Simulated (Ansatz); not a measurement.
# TaC+ (quintet): from Hartree-Fock to the top rungs, def2-QZVPP

An exercise on one series of results from a longer session: the logs are not shown, and one member is left open.

The runs use Ansatz 0.2.0, Gaussian basis; def2-QZVPP, core rule «outside noble gas», up to 5 orbitals frozen.

The runs, in order: UHF; ROHF; CCSD(T) on UHF.

**The geometry**

The geometry is a PBE0/def2-TZVP stationary point (not a proven minimum) of the parent state, kept for this charge and spin. No spin-orbit coupling is included. Elements past krypton take def2 core potentials.

2 atoms, charge 1, spin multiplicity 5.

Atoms are counted from 1 here; the program's logs count them from 0.

Bond lengths: Ta1–C2 1.764 Å.

The first run:

in.yaml reads:

```yaml
crystal:
  periodic: [false, false, false]
  atoms:
    - {symbol: Ta, position_ang: [0.000000, 0.000000, 0.000000]}
    - {symbol: C, position_ang: [0.000000, 0.000000, 1.764200]}
basis:
  gaussian: {orbitals: "def2-QZVPP.json"}
total_charge: 1
magnetization: {spin_polarized: true, initial_magnetization: 4}
hamiltonian: {xc: hf}
output: {orbitals: {seedname: orbitals}}
```

Started as:

```bash
> ansatz run in.yaml --threads 1 --pin off --events-out ev --progress --plain --max-ram 4096MiB --backend cpu
```

Steps of the session up to this table: UHF; ROHF; CCSD(T) on UHF.

One table of the session follows, with a row left open; its other results are not shown here.

| method | from UCCSD(T) (meV) |
| --- | --- |
| ROHF | +6316.0 |
| UHF | +6078.5 |
| UMP2 | +780.0 |
| UCCSD | ? |
| UCCSD(T) | 0 |

Estimate the missing values for UCCSD.

As computed: from UCCSD(T) (meV): +369.4. In the column «from UCCSD(T) (meV)» it lies between UCCSD(T) (0) and UMP2 (+780.0).
